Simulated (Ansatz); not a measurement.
# Ga4SbAs: the cost of one run

Computed with Ansatz 0.2.0 (DFT PBE, scalar-relativistic, plane waves, PAW, unless a step's input says otherwise).

### 1 The system as given

It takes space group F-43m (No. 216, cubic). Conventional cell: a = 7.829 Å, b = 7.829 Å, c = 7.829 Å, α = 90.00°, β = 90.00°, γ = 90.00°. Around Ga (site symmetry 3m) lie 6 Ga at 2.75 to 2.79 Å and 3 As at 3.24 Å. Sb (site symmetry -43m) is surrounded by 12 Ga at 3.25 Å and 4 As at 3.39 Å. As (site symmetry -43m) is surrounded by 12 Ga at 3.24 Å and 4 Sb at 3.39 Å.

Structure file:

```
Ga Sb As
1.0
     0.00000    3.91427    3.91427
     3.91427    0.00000    3.91427
     3.91427    3.91427    0.00000
Ga Sb As
4 1 1
Direct
  0.12261 0.62580 0.62580
  0.62580 0.12261 0.62580
  0.62580 0.62580 0.12261
  0.62580 0.62580 0.62580
  0.25000 0.25000 0.25000
  0.00000 0.00000 0.00000
```

The cell is invented: species swapped into a database cell of HoCu4Pd (F-43m, No. 216), with Sb on the Ho sites, Ga on the Cu sites and As on the Pd sites. Lengths come from tabulated atomic sizes and are only a guess.

### 2 Probe: one point on a coarse mesh

File input.yaml:

```yaml
crystal:
  lattice:
    - [0.0, 3.91426588, 3.91426588]
    - [3.91426588, 0.0, 3.91426588]
    - [3.91426588, 3.91426588, 0.0]
  atoms:
    - { symbol: Ga, position: [0.1226123, 0.6257959, 0.6257959] }
    - { symbol: Ga, position: [0.6257959, 0.1226123, 0.6257959] }
    - { symbol: Ga, position: [0.6257959, 0.6257959, 0.1226123] }
    - { symbol: Ga, position: [0.6257959, 0.6257959, 0.6257959] }
    - { symbol: Sb, position: [0.25, 0.25, 0.25] }
    - { symbol: As, position: [0.0, 0.0, 0.0] }
basis:
  ecutwfc: 420
kpoints:
  mp_grid: { grid: [4, 4, 4] }
hamiltonian:
  xc: pbe
scf:
  occupations: { method: gaussian, width: 0.1 }
  lower_state_search: "off"
output:
  forces: true
  stress: true
  eigenvalues: true
```

Started as:

```
$ ansatz run input.yaml --threads 1 --pin off --max-ram 2560MiB --backend cpu --events-out ev --progress --plain --runs-dir out
```

**Question.** How long does this run take on 1 thread of AMD EPYC 9R45 (Zen 5), shared host, and how much memory does it need?

About 2 s, with a peak of 0.41 GiB.
